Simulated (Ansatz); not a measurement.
Write a Python script for the Ansatz DFT code, driven from Python that makes a single point from an input typed as a dict of Cs3AsI6, space group Fm-3m. Level of theory: PBEsol, PAW, the default cutoff (550 eV here), 3×3×3 k-points, fixed occupations, D3BJATM dispersion.

```xyz
10
Lattice="0.0000 6.4966 6.4966 6.4966 0.0000 6.4966 6.4966 6.4966 0.0000" Properties=species:S:1:pos:R:3 pbc="T T T"
Cs    9.7449    9.7449    9.7449
Cs    3.2483    3.2483    3.2483
Cs    6.4966    6.4966    6.4966
As    0.0000    0.0000    0.0000
I     2.8810    6.4966    6.4966
I     6.4966    6.4966    2.8810
I    10.1122    6.4966    6.4966
I     6.4966    2.8810    6.4966
I     6.4966   10.1122    6.4966
I     6.4966    6.4966   10.1122
```

`deck_cs3asi6.py`
```python
'''Single point of Cs3AsI6 through the engine session.'''

from collections import Counter

import ansatz as az
import pandas as pd


def main() -> None:
    deck = {
        'crystal': {
            'lattice': [
                [0.0, 6.496588, 6.496588],
                [6.496588, 0.0, 6.496588],
                [6.496588, 6.496588, 0.0],
            ],
            'atoms': [
                {'symbol': 'Cs', 'position': [0.75, 0.75, 0.75]},
                {'symbol': 'Cs', 'position': [0.25, 0.25, 0.25]},
                {'symbol': 'Cs', 'position': [0.5, 0.5, 0.5]},
                {'symbol': 'As', 'position': [0.0, 0.0, 0.0]},
                {'symbol': 'I', 'position': [0.778268, 0.221732, 0.221732]},
                {'symbol': 'I', 'position': [0.221732, 0.221732, 0.778268]},
                {'symbol': 'I', 'position': [0.221732, 0.778268, 0.778268]},
                {'symbol': 'I', 'position': [0.221732, 0.778268, 0.221732]},
                {'symbol': 'I', 'position': [0.778268, 0.221732, 0.778268]},
                {'symbol': 'I', 'position': [0.778268, 0.778268, 0.221732]},
            ],
        },
        'kpoints': {'mp_grid': {'grid': [3, 3, 3]}},
        'hamiltonian': {
            'xc': 'pbesol',
            'dispersion': 'd3bjatm',
            'pseudopotentials': {'kind': 'paw', 'source': 'ansatz'},
        },
        'scf': {'occupations': {'method': 'fixed'}},
        'output': {'forces': True},
    }

    done = az.Session.from_dict(deck).plan().execute()
    report = done.report

    print(f'free energy      {report["free_energy_ev"]:.5f} eV')
    print(f'per atom         {report["free_energy_ev"] / len(done.lattice.sites):.5f} eV')
    print(f'SCF iterations   {report["n_iterations"]}  (converged: {report["converged"]})')

    # forces, one row an atom
    table = pd.DataFrame(report['forces_ev_ang'], columns=['fx', 'fy', 'fz'])
    table.insert(0, 'atom', [site['symbol'] for site in report['lattice']['sites']])
    print(table.round(4).to_string())

    told = Counter((n['data']['severity'], n['data']['kind']) for n in done.notices if n['event'] == 'notice')
    for (severity, kind), count in sorted(told.items()):
        print(f'{severity:8s} {kind} x{count}')

    used = report['setup']
    print('cutoffs (eV):', used['ecut_ev'], used['ecutrho_ev'], ' FFT grid:', used['fft_dense'])
    print('cell volume {:.3f} A^3, {} symmetry operations'.format(used['cell_volume_ang3'], used['n_sym_ops']))


if __name__ == '__main__':
    main()
```

```console
$ python deck_cs3asi6.py
DeckWarning: basis.ecutwfc = 550 eV, auto-derived from the records' recommended cutoffs: set by As (normal level)
free energy      -66261.37747 eV
per atom         -6626.13775 eV
SCF iterations   10  (converged: True)
  atom      fx      fy      fz
0   Cs -0.0000 -0.0000  0.0000
1   Cs -0.0000 -0.0000  0.0000
2   Cs  0.0000 -0.0000 -0.0000
3   As  0.0000  0.0000 -0.0000
4    I -0.1275 -0.0000 -0.0000
5    I -0.0000  0.0000 -0.1275
6    I  0.1275  0.0000  0.0000
7    I  0.0000 -0.1275  0.0000
8    I -0.0000  0.1275  0.0000
9    I  0.0000 -0.0000  0.1275
audit    band_cg_iterations x1
audit    preconditioner_resolved x1
cutoffs (eV): 550.0 2200.0  FFT grid: [72, 72, 72]
cell volume 548.386 A^3, 48 symmetry operations
```
(Warnings from the package without file and line, repeats left out.)

Reading the output:
- These settings explore the input space; cutoff and mesh may be short of convergence.
- This cell is a computed structure, which may not be the phase found in nature.
- The whole script took 11 s on 1 thread of Intel(R) Xeon(R) 6975P-C (Granite Rapids), on a shared host, peak memory 1.2 GiB.
